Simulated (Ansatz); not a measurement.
**Na: a relaxation**

Wanted: a converged relaxation for Na, and a check of what comes out.

Program: Ansatz 0.2.0. Level of theory: DFT, LDA, PAW with Ansatz's default frozen-core files, scalar-relativistic. These are calculated values, not measurements.

### Step 1. The system as given

The structure is cubic, space group Im-3m (No. 229). The conventional cell has a = 4.239 Å, b = 4.239 Å, c = 4.239 Å, α = 90.00°, β = 90.00°, γ = 90.00°. Na (site symmetry m-3m) has 8 Na at 3.67 Å as nearest neighbours.

Structure file:

```cif
data_structure
_symmetry_space_group_name_H-M 'Im-3m'
_symmetry_Int_Tables_number 229
_cell_length_a 4.2387
_cell_length_b 4.2387
_cell_length_c 4.2387
_cell_angle_alpha 90.000
_cell_angle_beta 90.000
_cell_angle_gamma 90.000
_cell_volume 76.16
loop_
_atom_site_label
_atom_site_type_symbol
_atom_site_symmetry_multiplicity
_atom_site_Wyckoff_symbol
_atom_site_fract_x
_atom_site_fract_y
_atom_site_fract_z
_atom_site_occupancy
Na1 Na 2 a 0.00000 0.00000 0.00000 1
```

### Step 2. Running it

The input, input.yaml:

```yaml
crystal:
  lattice:
    - [-2.1193722587, 2.1193722587, 2.1193722587]
    - [2.1193722587, -2.1193722587, 2.1193722587]
    - [2.1193722587, 2.1193722587, -2.1193722587]
  atoms:
    - { symbol: Na, position: [0.0, 0.0, 0.0] }
kpoints:
  mp_grid: { grid: [11, 11, 11] }
scf:
  occupations: { method: fermi_dirac, width: 0.05 }
  convergence: { dr2_threshold: 1.0e-20 }
  max_iter: 100
hamiltonian:
  xc: lda
  pseudopotentials: { kind: paw }
output:
  forces: true
  stress: true
  efg: { contact_densities: true }
relax:
  f_tol: 0.005
  max_steps: 80
  cell: {}
```

Launch:

```sh
$ ansatz run input.yaml --threads 1 --pin off --max-ram 2048MiB --backend cpu --events-out ev --progress --plain --runs-dir out
```

What happens when this is run?

The run converged and reported no error. Convergence says nothing about whether the input makes sense.

Look at the input: scf.convergence.dr2_threshold is 1.0e-20. What could go wrong: threshold needlessly tight. Once met, so tight a threshold does no harm; it costs cycles.

To check: delete scf.convergence.dr2_threshold (the default then holds).
